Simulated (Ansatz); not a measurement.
**CH5B2N: how energies converge with the basis set**

One table from this session's results is given with a row withheld; the runs are named, their logs left out.

Method: one geometry, several basis sets; program: Ansatz 0.2.0, Gaussian basis.

The runs, in order: PBE0-D4/def2-SVP; ωB97M-V/def2-SVP; PBE0-D4/def2-QZVPP; ωB97M-V/def2-QZVPP; the functionals' def2-TZVPP values are taken from earlier runs.

1 further run of the same task is left out (it didn't finish).

### The geometry

All runs share one geometry, relaxed beforehand with PBE0-D4 in a triple-zeta def2 set.

SMILES `BB1CN1`, 9 atoms, charge 0, spin multiplicity 1.

Atoms are counted from 1 here; the program's logs count them from 0.

Bond lengths: B1–B2 1.632 Å, B1–H5 1.198 Å, B1–H6 1.197 Å, B2–C3 1.590 Å, B2–N4 1.356 Å, C3–N4 1.443 Å, C3–H7 1.088 Å, C3–H8 1.090 Å, N4–H9 1.003 Å. Angles: B2–B1–H5 121.0°, B2–B1–H6 122.0°, H5–B1–H6 116.8°, B1–B2–C3 146.8°, B1–B2–N4 155.1°, C3–B2–N4 58.0°, B2–C3–N4 52.8°, B2–C3–H7 121.4°, B2–C3–H8 118.9°, N4–C3–H7 116.7°, N4–C3–H8 118.4°, H7–C3–H8 114.6°, B2–N4–C3 69.2°, B2–N4–H9 148.3°, C3–N4–H9 134.0°.

Coordinates:

```mol
CH5B2N
  3D, bonds by distance, orders not assigned

  9  9  0  0  0  0  0  0  0  0999 V2000
   -0.7275    1.3278   -0.9944 B   0  0
   -0.1664    0.1974    0.0410 B   0  0
    0.5753   -1.1985    0.2118 C   0  0
    0.1426   -0.3076    1.2606 N   0  0
    0.0180    2.0982   -1.5290 H   0  0
   -1.8791    1.3770   -1.3182 H   0  0
    0.0394   -2.1410    0.1192 H   0  0
    1.6407   -1.2594   -0.0101 H   0  0
    0.4454   -0.1403    2.2022 H   0  0
  1  2  8  0
  2  3  8  0
  3  4  8  0
  1  5  8  0
  1  6  8  0
  3  7  8  0
  3  8  8  0
  4  9  8  0
  2  4  8  0
M  END
```

Set-up of the first run:

in.yaml reads:

```yaml
crystal:
  periodic: [false, false, false]
  atoms:
    - {symbol: B, position_ang: [-0.727506, 1.327817, -0.994444]}
    - {symbol: B, position_ang: [-0.166410, 0.197357, 0.041015]}
    - {symbol: C, position_ang: [0.575308, -1.198465, 0.211761]}
    - {symbol: N, position_ang: [0.142575, -0.307577, 1.260579]}
    - {symbol: H, position_ang: [0.017997, 2.098196, -1.528961]}
    - {symbol: H, position_ang: [-1.879106, 1.377010, -1.318164]}
    - {symbol: H, position_ang: [0.039412, -2.140951, 0.119158]}
    - {symbol: H, position_ang: [1.640699, -1.259397, -0.010126]}
    - {symbol: H, position_ang: [0.445429, -0.140289, 2.202183]}
basis:
  gaussian: {orbitals: def2-SVP}
hamiltonian: {xc: pbe0, dispersion: d4}
output: {orbitals: {seedname: orbitals}}
```

Command:

```
ansatz run in.yaml --threads 2 --pin off --events-out ev --progress --plain --max-ram 4352MiB
```

Among the steps run: PBE0-D4 in def2-SVP; ωB97M-V in def2-SVP; PBE0-D4 in def2-QZVPP; ωB97M-V in def2-QZVPP.

One table of the session follows, with a row left open; its other results are not shown here.

It belongs to the step «Density functionals: the series». 

```
functional       basis  HOMO (eV)  LUMO (eV)
   PBE0-D4    def2-SVP      -7.44      -1.67
   PBE0-D4  def2-TZVPP          ?          ?
   PBE0-D4  def2-QZVPP      -7.51      -1.83
   ωB97M-V    def2-SVP      -9.66       0.36
   ωB97M-V  def2-TZVPP      -9.73       0.10
   ωB97M-V  def2-QZVPP      -9.74       0.01
```

Q: Estimate the row for PBE0-D4, def2-TZVPP from the others.

As computed: HOMO (eV): -7.50; LUMO (eV): -1.80. In the column «HOMO (eV)» it lies between PBE0-D4, def2-QZVPP (-7.51) and PBE0-D4, def2-SVP (-7.44).
